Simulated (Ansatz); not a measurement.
# C2H8O2Si, SMILES CC[SiH](O)O: a geometry optimisation

Computed with Ansatz 0.2.0 through its Python package.

Contents of `c2h8o2si.xyz`:
```text
13

C    -0.44280   -0.06520    1.71220
C     0.62070   -0.10120    0.66560
Si    0.03470   -0.28830   -1.12320
O     1.40930   -0.36500   -2.17270
O    -0.88630    0.96380   -1.61930
H    -1.14630    0.85480    1.51690
H    -1.08280   -0.92240    1.69440
H    -0.02930    0.10390    2.69780
H     1.28080   -0.92520    0.96100
H     1.24070    0.80750    0.76760
H    -0.75010   -1.51930   -1.21190
H     1.64480    0.48810   -2.50410
H    -1.87300    0.93370   -1.36970
```

At the Python prompt:
```pycon
>>> import itertools
>>> import ansatz as az
>>> from ase.data import atomic_numbers, covalent_radii
>>> import numpy as np
>>> BASIS_SET = "def2-SVP"
>>> FUNCTIONAL = "hf"
>>> c2h8o2si = az.Crystal.molecule_from_extxyz("c2h8o2si.xyz")
>>> model = c2h8o2si.calculation()
>>> model = model.basis(gaussian=BASIS_SET).functional(FUNCTIONAL)
>>> symbols = [site.symbol for site in c2h8o2si.cartesian_sites]
>>> start = np.array([site.position_ang for site in c2h8o2si.cartesian_sites], dtype=float)
>>> def progress(event):
...     if event["event"] == "relax_step":
...         row = event["data"]
...         print(f"step {row['step']:3d}  E = {row['lagrangian_ev']:.6f} eV  largest force component {row['allowed_force_max_ev_ang']:.4f} eV/A")
...
>>> data = model.relax(force_tolerance=0.02).session().plan().execute(on_event=progress).report
step   1  E = -14119.130868 eV  largest force component 3.7621 eV/A
step   2  E = -14119.552628 eV  largest force component 1.4585 eV/A
step   3  E = -14119.610182 eV  largest force component 0.4199 eV/A
step   4  E = -14119.616535 eV  largest force component 0.4950 eV/A
step   5  E = -14119.625814 eV  largest force component 0.0543 eV/A
step   6  E = -14119.627072 eV  largest force component 0.2617 eV/A
step   7  E = -14119.629531 eV  largest force component 0.2033 eV/A
step   8  E = -14119.629147 eV  largest force component 0.4209 eV/A
step   9  E = -14119.631269 eV  largest force component 0.0600 eV/A
step  10  E = -14119.635583 eV  largest force component 0.4307 eV/A
step  11  E = -14119.648923 eV  largest force component 0.1075 eV/A
step  12  E = -14119.650214 eV  largest force component 0.3995 eV/A
step  13  E = -14119.641756 eV  largest force component 1.1540 eV/A
step  14  E = -14119.654913 eV  largest force component 0.0699 eV/A
step  15  E = -14119.657687 eV  largest force component 0.1837 eV/A
step  16  E = -14119.659447 eV  largest force component 0.0468 eV/A
step  17  E = -14119.659919 eV  largest force component 0.0274 eV/A
step  18  E = -14119.660013 eV  largest force component 0.0127 eV/A
>>> end = np.array(data["positions_ang"])
>>> print("reference energy %16.6f eV" % data["reference_energy_ev"])
reference energy    -14119.660013 eV
>>> print("total energy     %16.6f eV" % data["free_energy_ev"])
total energy        -14119.660013 eV
>>> print("occupied orbitals outside the frozen core (up, down):", data["n_occupied"], " frozen:", data["n_frozen"], " virtual:", data["n_virtual"])
occupied orbitals outside the frozen core (up, down): [25, 25]  frozen: 0  virtual: [89, 89]
>>> # pairs closer than 1.2 times the sum of covalent radii, before or after
>>> radius = [covalent_radii[atomic_numbers[s]] for s in symbols]
>>> span = lambda where, i, j: np.linalg.norm(where[i] - where[j])
>>> bonded = [(i, j) for i, j in itertools.combinations(range(len(symbols)), 2) if min(span(start, i, j), span(end, i, j)) < 1.2 * (radius[i] + radius[j])]
>>> print("pair        before    after (A)")
pair        before    after (A)
>>> for i, j in bonded:
...     print(f"{symbols[i]}{i}-{symbols[j]}{j}".ljust(10), f"{span(start, i, j):8.4f} {span(end, i, j):8.4f}")
...
C0-C1        1.4925   1.5325
C0-H5        1.1745   1.0919
C0-H6        1.0699   1.0931
C0-H7        1.0821   1.0914
C1-Si2       1.8916   1.8656
C1-H8        1.0963   1.0949
C1-H9        1.1048   1.0946
Si2-O3       1.7311   1.6461
Si2-O4       1.6316   1.6540
Si2-H10      1.4626   1.4855
O3-H11       0.9450   0.9436
O4-H12       1.0182   0.9426
>>> for first, second in list(itertools.combinations(bonded, 2)):
...     shared = set(first) & set(second)
...     if shared and symbols[(j := shared.pop())] != "H":
...         i, k = sorted((set(first) | set(second)) - {j})
...         u, v = end[i] - end[j], end[k] - end[j]
...         angle = np.degrees(np.arccos(np.clip(u @ v / np.linalg.norm(u) / np.linalg.norm(v), -1, 1)))
...         print(f"final angle {symbols[i]}{i}-{symbols[j]}{j}-{symbols[k]}{k}: {angle:.2f} deg")
...
final angle C1-C0-H5: 111.17 deg
final angle C1-C0-H6: 111.59 deg
final angle C1-C0-H7: 111.47 deg
final angle C0-C1-Si2: 114.82 deg
final angle C0-C1-H8: 110.40 deg
final angle C0-C1-H9: 110.27 deg
final angle H5-C0-H6: 107.55 deg
final angle H5-C0-H7: 107.55 deg
final angle H6-C0-H7: 107.29 deg
final angle Si2-C1-H8: 108.02 deg
final angle Si2-C1-H9: 107.13 deg
final angle C1-Si2-O3: 106.84 deg
final angle C1-Si2-O4: 111.12 deg
final angle C1-Si2-H10: 111.81 deg
final angle H8-C1-H9: 105.76 deg
final angle O3-Si2-O4: 109.43 deg
final angle O3-Si2-H10: 110.67 deg
final angle Si2-O3-H11: 120.11 deg
final angle O4-Si2-H10: 107.00 deg
final angle Si2-O4-H12: 120.55 deg
>>> with open("c2h8o2si_opt.xyz", "w") as handle:
...     handle.write(f"{len(symbols)}\nrelaxed C2H8O2Si\n")
...     handle.writelines(f"{s:2s} {x:11.6f} {y:11.6f} {z:11.6f}\n" for s, (x, y, z) in zip(symbols, end))
...
20
```

It writes `c2h8o2si_opt.xyz`:
```text
13
relaxed C2H8O2Si
C    -0.479924   -0.071560    1.771406
C     0.651478   -0.063710    0.737740
Si    0.090752   -0.176695   -1.038028
O     1.447255   -0.138713   -1.969740
O    -0.886419    1.096890   -1.436633
H    -1.164648    0.764141    1.613059
H    -1.066272   -0.992621    1.718958
H    -0.092266    0.008821    2.788490
H     1.346572   -0.888258    0.926606
H     1.243964    0.851953    0.831053
H    -0.686219   -1.416711   -1.293539
H     1.382213    0.042764   -2.893427
H    -1.766086    0.948900   -1.741346
```

Notes:
- The settings weren't tested for convergence.
- The end point is the stationary point reached from this start; no frequency run checks that it is a minimum, and the basis set is modest.
- It ran for 54 s on 1 thread of Arm Neoverse V2, on a shared host, peak memory 0.31 GiB.

(Lines on the test bed's own set-up are left out of the output.)
